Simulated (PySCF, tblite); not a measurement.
# CH7B3N3 radical, a small gas-phase stand-in for a defect centre (BN ring, B edge): EPR parameters

Aim: the EPR parameters of `[CH2]B1NBNBN1`. It is drawn as: carbon radical.

Programs: tblite 0.8.0 and PySCF 2.14.0. All values are calculated, for the isolated system unless a continuum is named. Atoms count from 0, parts from 1.

## 1. The system as given

14 atoms, charge 0, multiplicity 2; geometry: distance geometry start.

## 2. Geometry optimisation with GFN2-xTB

The job: settings as JSON, then the geometry in Å.

```
{"job": {"kind": "relax", "xc": "GFN2-xTB", "basis": "xTB"}, "charge": 0, "multiplicity": 2}
N      0.307883     1.391950    -0.394687
B      1.564403     0.614672    -0.430278
N      1.433564    -0.825161    -1.001910
B      0.052267    -1.393131    -0.729573
N     -1.176712    -0.515054    -1.081273
B     -0.969605     0.685979    -0.127339
C     -1.182316     0.277995     1.402188
H      0.312416     2.400640    -0.508099
H      2.328671     0.715039     0.438190
H      2.188662    -1.438969    -0.642688
H     -0.077829    -2.118806     0.188911
H     -2.066851    -0.980558    -0.840028
H     -0.429738     0.744775     2.055955
H     -2.241649     0.436304     1.679380
```

Method: GFN2-xTB geometry optimisation, gas phase.

The run is started by

```
OMP_NUM_THREADS=1 python cluster_run.py task.json out
```

This one command runs all jobs of the session in turn.

The log of the run:

```text
step      E/eV     max force
  0    -493.25169    3.673
  1    -493.98168    2.764
  2    -494.73211    2.035
  3    -494.89937    1.252
  4    -495.12225    1.372
  5    -495.22580    1.333
  6    -495.45931    1.174
  7    -495.57116    1.172
  8    -495.76813    1.097
  9    -495.91202    1.214
 10    -496.08857    1.297
 11    -496.25959    0.981
 12    -496.41290    1.116
 13    -496.51390    0.984
 14    -496.58769    0.724
 15    -496.66572    0.781
 16    -496.78472    0.860
 17    -496.86234    0.889
 18    -496.98069    0.943
 19    -497.06184    0.801
 20    -497.15147    0.725
 21    -497.20304    0.609
 22    -497.23324    0.497
 23    -497.25802    0.577
 24    -497.28639    0.449
 25    -497.32349    0.627
 26    -497.34170    0.401
 27    -497.36642    0.477
 28    -497.39067    0.495
 29    -497.41144    0.449
 30    -497.43593    0.455
 31    -497.47055    0.491
 32    -497.50620    0.429
 33    -497.53743    0.474
 34    -497.56418    0.392
 35    -497.58875    0.575
 36    -497.60128    0.583
 37    -497.62457    0.370
 38    -497.64115    0.338
 39    -497.66363    0.414
 40    -497.68227    0.405
 41    -497.70426    0.418
 42    -497.71941    0.274
 43    -497.72695    0.219
 44    -497.73142    0.218
 45    -497.73559    0.226
 46    -497.74036    0.154
 47    -497.74198    0.104
 48    -497.74334    0.076
 49    -497.74437    0.092
 50    -497.74510    0.047
 51    -497.74549    0.057
 52    -497.74581    0.047
 53    -497.74621    0.046
 54    -497.74671    0.060
 55    -497.74712    0.052
 56    -497.74736    0.039
 57    -497.74750    0.031
 58    -497.74763    0.028
 59    -497.74779    0.036
 60    -497.74799    0.030
 61    -497.74818    0.035
 62    -497.74836    0.038
 63    -497.74855    0.035
 64    -497.74876    0.042
 65    -497.74895    0.035
 66    -497.74909    0.029
 67    -497.74918    0.029
 68    -497.74927    0.030
 69    -497.74936    0.030
 70    -497.74944    0.025
 71    -497.74948    0.013
 72    -497.74950    0.009
 73    -497.74951    0.009
 74    -497.74952    0.009
 75    -497.74953    0.009
 76    -497.74953    0.005
```

Wall time 1.3 s (1 thread of Arm Neoverse V2, shared host).

Relaxation path:

| step | energy from step 0 (eV) | largest force (eV/Å) |
| --- | --- | --- |
| 0 | 0.0000 | 3.6738 |
| 3 | -1.6477 | 1.2524 |
| 6 | -2.2076 | 1.1742 |
| 9 | -2.6603 | 1.2143 |
| 12 | -3.1612 | 1.1158 |
| 15 | -3.4140 | 0.7810 |
| 18 | -3.7290 | 0.9428 |
| 21 | -3.9513 | 0.6091 |
| 24 | -4.0347 | 0.4491 |
| 27 | -4.1147 | 0.4774 |
| 30 | -4.1842 | 0.4553 |
| 33 | -4.2857 | 0.4747 |
| 36 | -4.3496 | 0.5835 |
| 39 | -4.4119 | 0.4144 |
| 42 | -4.4677 | 0.2746 |
| 45 | -4.4839 | 0.2264 |
| 48 | -4.4916 | 0.0765 |
| 51 | -4.4938 | 0.0575 |
| 54 | -4.4950 | 0.0595 |
| 57 | -4.4958 | 0.0311 |
| 60 | -4.4963 | 0.0300 |
| 63 | -4.4969 | 0.0349 |
| 66 | -4.4974 | 0.0292 |
| 69 | -4.4977 | 0.0307 |
| 72 | -4.4978 | 0.0086 |
| 75 | -4.4978 | 0.0090 |
| 76 | -4.4978 | 0.0050 |

Close pairs (by a distance rule), those that changed most:

| bond | before (Å) | after (Å) | change (Å) |
| --- | --- | --- | --- |
| B3–N4 | 1.551 | 1.411 | -0.140 |
| B1–N2 | 1.555 | 1.419 | -0.135 |
| N4–B5 | 1.548 | 1.435 | -0.113 |
| N2–B3 | 1.518 | 1.420 | -0.099 |
| B5–C6 | 1.597 | 1.513 | -0.085 |
| N0–B1 | 1.478 | 1.411 | -0.067 |
| N0–B5 | 1.484 | 1.434 | -0.049 |
| N2–H9 | 1.037 | 1.008 | -0.029 |

## 3. Geometry optimisation at PBE0-D3(BJ)/def2-SVP

The job: settings as JSON, then the geometry in Å.

```
{"job": {"xc": "PBE0", "basis": "def2-SVP", "d3": "d3bj", "grid": 2, "kind": "geom", "shake": 0.01}, "charge": 0, "multiplicity": 2}
N      0.607733     1.025727     0.239655
B      1.648809     0.429050    -0.452719
N      1.408321    -0.879738    -0.954296
B      0.236959    -1.573054    -0.782205
N     -0.826187    -0.913190    -0.089870
B     -0.685882     0.423589     0.448806
C     -1.794920     1.106088     1.194729
H      0.728752     1.989710     0.591797
H      2.683057     0.982954    -0.587449
H      2.174279    -1.338839    -1.431193
H      0.046029    -2.663264    -1.197329
H     -1.700192    -1.373346     0.065558
H     -1.750062     2.113520     1.591950
H     -2.783172     0.656186     1.376975
```

The log of the run:

```text
step   0  E = -280.79183571  max force = 0.043353
step   1  E = -280.79831329  max force = 0.007198
step   2  E = -280.79837029  max force = 0.004307
step   3  E = -280.79845590  max force = 0.002640
step   4  E = -280.79847811  max force = 0.000841
step   5  E = -280.79847923  max force = 0.000256
optimisation converged
```

Wall time 70 s (1 thread of Arm Neoverse V2, shared host); peak memory 0.72 GiB.

Step by step:

| step | energy from step 0 (eV) | largest force component (eV/Å) |
| --- | --- | --- |
| 0 | 0.0000 | 2.2293 |
| 1 | -0.1763 | 0.3701 |
| 2 | -0.1778 | 0.2215 |
| 3 | -0.1801 | 0.1358 |
| 4 | -0.1807 | 0.0432 |
| 5 | -0.1808 | 0.0132 |

Close pairs (by a distance rule), those that changed most:

| bond | before (Å) | after (Å) | change (Å) |
| --- | --- | --- | --- |
| N2–B3 | 1.372 | 1.427 | +0.055 |
| B5–C6 | 1.501 | 1.544 | +0.043 |
| N0–B1 | 1.385 | 1.424 | +0.038 |
| B1–H8 | 1.181 | 1.210 | +0.029 |
| B3–H10 | 1.182 | 1.210 | +0.028 |
| N0–H7 | 1.033 | 1.011 | -0.022 |
| N4–H11 | 1.000 | 1.012 | +0.012 |
| C6–H12 | 1.084 | 1.096 | +0.012 |

The end geometry stands in the next job.

| at the end point | value |
| --- | --- |
| point group (found at 0.08 Å tolerance) | C2v |
| rotational constants (GHz, main isotopes) | 5.194, 2.453, 1.666 |
| dipole moment (D) | 0.72 |
| ⟨S²⟩ | 0.754 |

## 4. EPR parameters: B3LYP/IGLO-III+pcH-1

The job: settings as JSON, then the geometry in Å.

```
{"job": {"kind": "epr"}, "charge": 0, "multiplicity": 2}
N      0.585235     1.070293     0.235808
B      1.658629     0.449017    -0.463250
N      1.439857    -0.866761    -0.971493
B      0.202388    -1.556869    -0.798725
N     -0.834354    -0.884588    -0.091564
B     -0.689035     0.439506     0.448894
C     -1.832041     1.142165     1.212052
H      0.728196     2.002504     0.601170
H      2.716852     1.014759    -0.620860
H      2.188823    -1.327128    -1.470758
H      0.040814    -2.673210    -1.237284
H     -1.715771    -1.364158     0.037306
H     -1.740539     2.153401     1.623558
H     -2.806475     0.674277     1.390213
```

Level: UKS B3LYP, IGLO-III on B C N, pcH-1 on H, non-relativistic, mean-field spin-orbit, GIAO.

The log of the run:

```text
UKS, coarse grid
  cycle   1  E = -281.36206929  |g| = 4.58e-01
  cycle   2  E = -281.25258653  |g| = 6.84e-01
  cycle   3  E = -281.45709964  |g| = 6.47e-02
  cycle   4  E = -281.45872801  |g| = 3.20e-02
  cycle   5  E = -281.45925724  |g| = 4.97e-03
  cycle   6  E = -281.45927186  |g| = 2.99e-03
  cycle   7  E = -281.45927642  |g| = 1.07e-03
  cycle   8  E = -281.45927770  |g| = 6.53e-04
UKS, final grid
  cycle   1  E = -281.45928856  |g| = 1.04e-03
  cycle   2  E = -281.45928766  |g| = 1.78e-03
  cycle   3  E = -281.45928905  |g| = 9.81e-05
  cycle   4  E = -281.45928906  |g| = 1.83e-05
E = -281.45928906 Eh   <S^2> = 0.7539 (exact 0.7500)
g shifts (ppm)      1          2          3
  rmc          -140       -140       -140
  gc              2         32         36
  oz_so           8        817        904
  total        -130        710        800
hyperfine (MHz)  atom isotope    a_iso     a_fc   dipolar eigenvalues
    0   14N       1.93       1.93     -2.80     -2.21      5.00
    1   11B      -2.88      -2.88     -1.00     -0.21      1.20
    2   14N       1.24       1.24     -1.40     -1.19      2.59
    3   11B      -2.88      -2.88     -1.00     -0.21      1.20
    4   14N       1.93       1.93     -2.80     -2.20      5.00
    5   11B     -27.56     -27.56     -4.30      0.88      3.41
    6   13C      62.77      62.77    -70.50    -69.70    140.20
    7    1H      -4.42      -4.42     -3.29     -0.69      3.98
    8    1H       0.14       0.14     -0.96     -0.74      1.70
    9    1H      -2.32      -2.32     -2.23     -0.76      2.98
   10    1H       0.14       0.14     -0.97     -0.74      1.70
   11    1H      -4.42      -4.42     -3.29     -0.69      3.98
   12    1H     -54.91     -54.91    -34.11     -0.81     34.92
   13    1H     -54.91     -54.91    -34.12     -0.81     34.92
```

Wall time 56 s (1 thread of Arm Neoverse V2, shared host); peak memory 1.3 GiB.

Principal g values 2.00219, 2.00303, 2.00312; g(iso) = 2.00278, against 2.00232 for a free electron.

Mean a(iso) over the nuclei that a row names, and the largest dipolar term of the row (other rows stand at the frozen geometry):

| nuclei | isotope | a(iso) (MHz) | a(iso) (G, at g = 2.0023) | largest dipolar term (MHz) |
| --- | --- | --- | --- | --- |
| C6 | 13C | 62.8 | 22.4 | 140.2 |
| H12, H13 | 1H | -54.9 | -19.6 | 34.9 |
| B5 | 11B | -27.6 | -9.8 | -4.3 |
| H7, H11 | 1H | -4.4 | -1.6 | 4.0 |
| B1, B3 | 11B | -2.9 | -1.0 | 1.2 |
| H9 | 1H | -2.3 | -0.8 | 3.0 |
| N0, N4 | 14N | 1.9 | 0.7 | 5.0 |
| N2 | 14N | 1.2 | 0.4 | 2.6 |
| H8, H10 | 1H | 0.1 | 0.0 | 1.7 |

Mulliken spin populations:

N0 0.05; B1 -0.01; N2 0.03; B3 -0.01; N4 0.05; B5 -0.01; C6 0.99; H7 0.00; H8 0.00; H9 0.00; H10 0.00; H11 0.00; H12 -0.05; H13 -0.05

In first order the couplings over 0.8 MHz of 1H, 11B, 14N give 7152 distinct lines over 82.5 G, if the averaged nuclei exchange fast; the same motion can average rows kept apart here too.

Orbitals, density, ELF and potential are computed afterwards from the orbital file.

ELF in a plane through or near 14 of the atoms.

Ten even steps from ' ' (0.00) to '@' (1.00):
```
                                                        
                                                        
              ..==++--                                  
            --@@@@@@@@++      ====                      
            %%@@@@@@@@##    ==@@@@**                    
            ##@@@@@@@@**..==%%@@@@##    ..==--..        
            ..##@@@@%%--++**%%@@%%--  ..%%@@@@##..      
                ::--##==@@--##++++  ..**@@@@@@@@==      
        ::==++==++%%==::##**++%%**--++##@@@@@@%%--      
      ..%%@@@@@@++--##--  ::==..++##%%::::##==::        
      ..%%@@@@@@++::##--  ::++::--**%%..==##++::        
        ..--==--++%%==..##**++%%**::==##@@@@@@%%--      
                ::--##--%%--%%++++  ..##@@@@@@@@==      
            ..##@@@@%%--++**%%@@@@--  ..%%@@@@##..      
            ##@@@@@@@@**..==%%@@@@##    ..==::..        
            %%@@@@@@@@##    ==@@@@**                    
            --@@@@@@@@++      --==                      
              ..--==--                                  
                                                        
                                                        
```
The map spans 11.3 Å across and 9.8 Å up, centred on the molecule. Atoms in the plane (x, y in Å): N0 (0.2, -1.2), B1 (-1.3, -1.3), N2 (-1.9, 0.0), B3 (-1.3, 1.3), N4 (0.2, 1.2), B5 (0.9, 0.0), C6 (2.5, 0.0), H7 (0.7, -2.1), H8 (-1.9, -2.3), H9 (-3.0, 0.0), H10 (-1.9, 2.3), H11 (0.7, 2.1), H12 (3.1, -0.9), H13 (3.1, 0.9).

On the surface of density 0.002 e/bohr³ the electrostatic potential runs, from the 1st to the 99th percentile, from -0.52 V near N0 to 1.65 V near H7.

The spin density lies nearest to C6 63 %; H12, H13 about 9 % each.

## 5. g tensor and hyperfine couplings: BHandHLYP/IGLO-III+pcH-1

Same as in step 4 but for these lines:

```diff
@@ -1,2 +1,2 @@
-{"job": {"kind": "epr"}, "charge": 0, "multiplicity": 2}
+{"job": {"kind": "epr", "xc": "BHandHLYP"}, "charge": 0, "multiplicity": 2}
 N      0.585235     1.070293     0.235808
```

With the program's defaults for keys left out, this is: UKS BHandHLYP, IGLO-III on B C N, pcH-1 on H, non-relativistic, mean-field spin-orbit, GIAO.

The log of the run:

```text
UKS, coarse grid
  cycle   1  E = -281.22022532  |g| = 3.65e-01
  cycle   2  E = -281.23965162  |g| = 3.46e-01
  cycle   3  E = -281.28929585  |g| = 4.21e-02
  cycle   4  E = -281.29031057  |g| = 1.39e-02
  cycle   5  E = -281.29043073  |g| = 3.67e-03
  cycle   6  E = -281.29045026  |g| = 1.87e-03
  cycle   7  E = -281.29045320  |g| = 9.30e-04
UKS, final grid
  cycle   1  E = -281.29046068  |g| = 9.22e-04
  cycle   2  E = -281.29046067  |g| = 1.06e-03
  cycle   3  E = -281.29046112  |g| = 1.15e-04
  cycle   4  E = -281.29046114  |g| = 5.36e-05
  cycle   5  E = -281.29046114  |g| = 7.96e-06
E = -281.29046114 Eh   <S^2> = 0.7552 (exact 0.7500)
g shifts (ppm)      1          2          3
  rmc          -137       -137       -137
  gc              3         32         36
  oz_so           8        748        828
  total        -126        644        727
hyperfine (MHz)  atom isotope    a_iso     a_fc   dipolar eigenvalues
    0   14N       2.59       2.59     -2.41     -1.78      4.18
    1   11B      -3.04      -3.04     -0.91     -0.23      1.14
    2   14N       1.36       1.36     -1.02     -0.81      1.83
    3   11B      -3.04      -3.04     -0.91     -0.23      1.14
    4   14N       2.59       2.59     -2.41     -1.78      4.18
    5   11B     -32.73     -32.73     -4.35      1.25      3.10
    6   13C      82.30      82.30    -71.04    -69.85    140.89
    7    1H      -4.57      -4.57     -3.33     -0.84      4.16
    8    1H       0.18       0.18     -0.89     -0.75      1.64
    9    1H      -2.08      -2.08     -1.77     -0.72      2.48
   10    1H       0.18       0.18     -0.89     -0.75      1.64
   11    1H      -4.57      -4.57     -3.32     -0.84      4.16
   12    1H     -64.23     -64.23    -35.46     -0.83     36.29
   13    1H     -64.24     -64.24    -35.47     -0.83     36.29
```

It took 53 s on 1 thread of Arm Neoverse V2, shared host; peak memory 1.4 GiB.

In short: g(iso) 2.00273.

## 6. Run by run: EPR parameters

g, ⟨S²⟩ and isotropic hyperfine couplings (MHz), with basis size and wall time:

| run | g(iso) | ⟨S²⟩ | 13C C6 | 1H H12 (mean) | 11B B5 | 1H H7 (mean) | 11B B1 (mean) | functions | time |
| --- | --- | --- | --- | --- | --- | --- | --- | --- | --- |
| B3LYP/IGLO-III+pcH-1 | 2.00278 | 0.754 | 62.8 | -54.9 | -27.6 | -4.4 | -2.9 | 315 | 56 s |
| BHandHLYP/IGLO-III+pcH-1 | 2.00273 | 0.755 | 82.3 | -64.2 | -32.7 | -4.6 | -3.0 | 315 | 53 s |

## 7. What came out

| quantity | value |
| --- | --- |
| point group | C2v |
| rotational constants (main isotopes) | 5.19, 2.45, 1.67 GHz |
| g(iso) (B3LYP) | 2.00278 |
| ⟨S²⟩ | 0.754 (exact 0.75) |
| largest a(iso) (averaged by class) | 13C on C6, 62.8 MHz |
| potential on the surface of density 0.002 e/bohr³, 1st and 99th percentile | -0.52 V and 1.65 V |

**Reading.** The start of the PBE0/def2-SVP relaxation was shaken at random by about 0.01 Å, so part of the energy gained, and of the first lengths quoted, undoes that. The optimisation took 5 steps and gained 0.181 eV; among the close pairs (by a distance rule), N2–B3 changed most, from 1.372 to 1.427 Å (PBE0/def2-SVP). Most of the unpaired spin sits on C6 (0.99 e). The isotropic g lies 0.5 ppt above the free-electron value. The coupling of 13C on C6 runs from 62.8 (B3LYP/IGLO-III+pcH-1) to 82.3 MHz (BHandHLYP/IGLO-III+pcH-1). A capped cluster stands for the solid here, so long-range fields and strain are missing, and bands or shifts of the capping hydrogens have no counterpart in it.
